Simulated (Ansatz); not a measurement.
**C3H9InO: a ladder of functionals and wavefunction methods**

The task here is to estimate one member of a computed series from the others.

Computed with Ansatz 0.2.0, Gaussian basis. Level: functionals in def2-TZVPP, the program's frozen cores in correlated methods.

Plan: LDA (SPW92), PBE-D4, revPBE-D4, BLYP-D4, r2SCAN-D4, B97M-V, PBE0-D4, B3LYP-D4, r2SCANh-D4, r2SCAN0-D4, HSE06-D4, BHLYP-D4, CAM-B3LYP-D4, LC-ωPBE, ωB97X-V, ωB97M-V, B2PLYP, PBE-QIDH; CCSD(T)/def2-SVP; CCSD(T)/def2-TZVPP; MP2/def2-QZVPP; extrapolation to the limit; RPA on PBE.

### Structure used throughout

An earlier PBE0-D4 in a triple-zeta def2 set relaxation fixed the geometry. In takes the def2 core potential; no spin-orbit term is included.

SMILES `CC[O][InH][CH3]`, 14 atoms, charge 0, spin multiplicity 1.

Atoms are counted from 1 here; the program's logs count them from 0.

Bond lengths: C1–C2 1.517 Å, C1–H6 1.092 Å, C1–H7 1.094 Å, C1–H8 1.095 Å, C2–O3 1.398 Å, C2–H9 1.099 Å, C2–H10 1.103 Å, O3–In4 2.000 Å, In4–C5 2.141 Å, In4–H11 1.708 Å, C5–H12 1.090 Å, C5–H13 1.090 Å, C5–H14 1.092 Å. Angles: C2–C1–H6 110.2°, C2–C1–H7 111.2°, C2–C1–H8 110.8°, H6–C1–H7 108.6°, H6–C1–H8 108.1°, H7–C1–H8 107.8°, C1–C2–O3 112.4°, C1–C2–H9 109.1°, C1–C2–H10 108.9°, O3–C2–H9 108.0°, O3–C2–H10 112.2°, H9–C2–H10 106.0°, C2–O3–In4 123.0°, O3–In4–C5 113.7°, O3–In4–H11 109.8°, C5–In4–H11 136.5°, In4–C5–H12 109.8°, In4–C5–H13 111.1° and more.

The first run:

in.yaml reads:

```yaml
crystal:
  periodic: [false, false, false]
  atoms:
    - {symbol: C, position_ang: [0.437912, 1.587112, -1.046253]}
    - {symbol: C, position_ang: [-0.698293, 0.596886, -1.214491]}
    - {symbol: O, position_ang: [-1.483605, 0.487984, -0.063326]}
    - {symbol: In, position_ang: [-0.964301, -0.638516, 1.505756]}
    - {symbol: C, position_ang: [0.825561, -1.771918, 1.195212]}
    - {symbol: H, position_ang: [0.048035, 2.562541, -0.746607]}
    - {symbol: H, position_ang: [0.999691, 1.707874, -1.977190]}
    - {symbol: H, position_ang: [1.137198, 1.248388, -0.274091]}
    - {symbol: H, position_ang: [-1.346260, 0.929349, -2.037559]}
    - {symbol: H, position_ang: [-0.282114, -0.375455, -1.527943]}
    - {symbol: H, position_ang: [-2.107583, -0.447794, 2.759944]}
    - {symbol: H, position_ang: [1.022381, -1.866807, 0.126999]}
    - {symbol: H, position_ang: [0.743562, -2.764137, 1.639473]}
    - {symbol: H, position_ang: [1.667825, -1.255518, 1.660086]}
basis:
  gaussian: {orbitals: def2-TZVPP}
hamiltonian: {xc: lda}
output: {orbitals: {seedname: orbitals}}
```

Run with:

```bash
$ ansatz run in.yaml --threads 2 --pin off --events-out ev --progress --plain --max-ram 22528MiB --backend cuda --devices 0, --max-vram 18GiB
```

Steps of the session up to this table: LDA; PBE-D4 (GGA); revPBE-D4 (GGA); BLYP-D4 (GGA); r2SCAN-D4 (meta-GGA); B97M-V (meta-GGA); B3LYP-D4 (hybrid); r2SCANh-D4 (hybrid); r2SCAN0-D4 (hybrid); HSE06-D4 (hybrid); BHLYP-D4 (hybrid); CAM-B3LYP-D4 (range-separated); LC-ωPBE (range-separated); ωB97X-V (range-separated); ωB97M-V (range-separated); B2PLYP (double hybrid); PBE-QIDH (double hybrid).

One of the session's tables, all rows but one given; the rest of the session is left out.

It belongs to the step «Orbital energies across the functionals». 

```
  functional  HOMO (eV)  gap (eV)
 LDA (SPW92)      -5.93      3.82
      PBE-D4      -5.75      3.89
   revPBE-D4      -5.67      3.92
     BLYP-D4      -5.66      3.83
   r2SCAN-D4      -5.99      4.41
      B97M-V      -6.14      4.26
     PBE0-D4      -7.14      5.99
    B3LYP-D4      -6.93      5.50
  r2SCANh-D4      -6.53      5.19
  r2SCAN0-D4      -7.32      6.33
    HSE06-D4          ?         ?
    BHLYP-D4      -8.45      7.89
CAM-B3LYP-D4      -8.53      8.14
     LC-ωPBE      -9.82     10.53
     ωB97X-V      -9.51     10.07
     ωB97M-V      -9.45      9.67
```

**Question.** Estimate the row for HSE06-D4.

As computed: HOMO (eV): -6.74; gap (eV): 5.23. In the column «HOMO (eV)» it lies between B3LYP-D4 (-6.93) and r2SCANh-D4 (-6.53).
